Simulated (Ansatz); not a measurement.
# Al2Au: the cost of one run

Computed with Ansatz 0.2.0 (DFT LDA, scalar-relativistic, unless a step's input says otherwise).

### 1 Starting point

It takes space group Fm-3m (No. 225, cubic). The conventional cell has a = 6.000 Å, b = 6.000 Å, c = 6.000 Å, α = 90.00°, β = 90.00°, γ = 90.00°. Al (site symmetry -43m) has 4 Au at 2.60 Å in its first shell of neighbours. Au (site symmetry m-3m) has 8 Al at 2.60 Å in its first shell of neighbours.

As a file:

```
CELL_PARAMETERS angstrom
0.00000 3.00000 3.00000
3.00000 0.00000 3.00000
3.00000 3.00000 0.00000
ATOMIC_POSITIONS crystal
Al 0.25000 0.25000 0.25000
Al 0.75000 0.75000 0.75000
Au 0.00000 0.00000 0.00000
```

Atoms are numbered in the order of the input: Al1, Al2, Au3.

### 2 After the deformation

Space group Fm-3m before, I4/mmm after.

### 3 Full-potential LAPW

The input, input.yaml:

```yaml
crystal:
  lattice:
    - [0.0, 3.06, 3.0]
    - [3.06, 0.0, 3.0]
    - [3.06, 3.06, 0.0]
  atoms:
    - { symbol: Al, position: [0.25, 0.25, 0.25] }
    - { symbol: Al, position: [0.75, 0.75, 0.75] }
    - { symbol: Au, position: [0.0, 0.0, 0.0] }
kpoints:
  mp_grid: { grid: [11, 11, 11] }
  band_path:
    path:
      - [0.0, 0.0, 0.0]
      - [0.0, 0.5, 0.5]
      - [0.25, 0.75, 0.5]
      - [0.0, 0.5, 0.0]
      - [0.0, 0.0, 0.0]
      - [0.5, 0.5, 0.0]
      - [0.38005, 0.61995, 0.0]
      - [-0.38005, 0.38005, 0.0]
      - [0.0, 0.0, 0.0]
    npoints: 5
scf:
  occupations: { method: fermi_dirac, width: 0.05 }
hamiltonian:
  xc: lda
  pseudopotentials: { kind: all_electron, lapw: { basis_error: 0.0005 } }
output:
  forces: true
  stress: true
  eigenvalues: true
```

On the command line:

```console
$ ansatz run input.yaml --threads 1 --pin off --max-ram 4096MiB --backend cpu --events-out ev --progress --plain --runs-dir out
```

**Question.** How long does this run take on 1 thread of Arm Neoverse V1, shared host, and how much memory does it need?

About 1.7 min, with a peak of 0.78 GiB.
